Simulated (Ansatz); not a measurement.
**C₃H₉FHfO₃: small, medium and large basis sets**

The task here is to estimate one member of a computed series from the others.

Program: Ansatz 0.2.0, Gaussian basis. Level of theory: one geometry, several basis sets. These are calculated values, not measurements.

The runs, in order: PBE0-D4/def2-SVP; ωB97M-V/def2-SVP; PBE0-D4/def2-QZVPP; ωB97M-V/def2-QZVPP; the functionals' def2-TZVPP values are taken from earlier runs.

### The geometry

The geometry comes from an earlier relaxation with PBE0-D4 in a triple-zeta def2 set; it is a stationary point, not always the lowest conformer. Hf takes the def2 core potential; no spin-orbit term is included.

SMILES `CC(C)[O][Hf]([OH])([OH])[F]`, 17 atoms, charge 0, spin multiplicity 1.

Atoms are counted from 1 here; the program's logs count them from 0.

Bond lengths: C1–C2 1.516 Å, C1–H9 1.092 Å, C1–H10 1.093 Å, C1–H11 1.093 Å, C2–C3 1.517 Å, C2–O4 1.400 Å, C2–H12 1.099 Å, C3–H13 1.092 Å, C3–H14 1.093 Å, C3–H15 1.094 Å, O4–Hf5 1.913 Å, Hf5–O6 1.925 Å, Hf5–O7 1.926 Å, Hf5–F8 1.927 Å, O6–H16 0.950 Å, O7–H17 0.950 Å. Angles: C2–C1–H9 110.6°, C2–C1–H10 110.8°, C2–C1–H11 110.2°, H9–C1–H10 108.4°, H9–C1–H11 108.4°, H10–C1–H11 108.4°, C1–C2–C3 112.3°, C1–C2–O4 109.8°, C1–C2–H12 108.7°, C3–C2–O4 109.8°, C3–C2–H12 108.7°, O4–C2–H12 107.4°, C2–C3–H13 110.5°, C2–C3–H14 110.8°, C2–C3–H15 110.2°, H13–C3–H14 108.4°, H13–C3–H15 108.5°, H14–C3–H15 108.3° and more.

The first run:

Input file in.yaml:

```yaml
crystal:
  periodic: [false, false, false]
  atoms:
    - {symbol: C, position_ang: [-0.006220, -1.382342, -1.614274]}
    - {symbol: C, position_ang: [-0.325768, 0.049431, -1.230655]}
    - {symbol: C, position_ang: [-1.796410, 0.245723, -0.916731]}
    - {symbol: O, position_ang: [0.449250, 0.430610, -0.128773]}
    - {symbol: Hf, position_ang: [1.405008, 0.686325, 1.508583]}
    - {symbol: O, position_ang: [0.652239, 2.152505, 2.503630]}
    - {symbol: O, position_ang: [1.374063, -0.935497, 2.546400]}
    - {symbol: F, position_ang: [3.233838, 1.106690, 1.072334]}
    - {symbol: H, position_ang: [1.057314, -1.491731, -1.834754]}
    - {symbol: H, position_ang: [-0.574182, -1.683006, -2.497938]}
    - {symbol: H, position_ang: [-0.260088, -2.058409, -0.793261]}
    - {symbol: H, position_ang: [-0.054198, 0.707422, -2.067666]}
    - {symbol: H, position_ang: [-1.991531, 1.279899, -0.626534]}
    - {symbol: H, position_ang: [-2.413602, 0.009198, -1.786695]}
    - {symbol: H, position_ang: [-2.097300, -0.407912, -0.093223]}
    - {symbol: H, position_ang: [0.116411, 2.884448, 2.787223]}
    - {symbol: H, position_ang: [1.212376, -1.593656, 3.212636]}
basis:
  gaussian: {orbitals: def2-SVP}
hamiltonian: {xc: pbe0, dispersion: d4}
output: {orbitals: {seedname: orbitals}}
```

Among the steps run: PBE0-D4 in def2-SVP; ωB97M-V in def2-SVP; PBE0-D4 in def2-QZVPP; ωB97M-V in def2-QZVPP.

One of the session's tables, all rows but one given; the rest of the session is left out.

It belongs to the step «Density functionals: the series». 

```
functional       basis  HOMO (eV)  LUMO (eV)
   PBE0-D4    def2-SVP      -8.01       0.15
   PBE0-D4  def2-TZVPP          ?          ?
   PBE0-D4  def2-QZVPP      -8.15      -0.29
   ωB97M-V    def2-SVP     -10.37       1.36
   ωB97M-V  def2-TZVPP     -10.49       1.09
   ωB97M-V  def2-QZVPP     -10.52       0.59
```

Estimate the missing values for PBE0-D4, def2-TZVPP.

As computed: HOMO (eV): -8.12; LUMO (eV): -0.04. In the column «HOMO (eV)» it lies between PBE0-D4, def2-QZVPP (-8.15) and PBE0-D4, def2-SVP (-8.01).
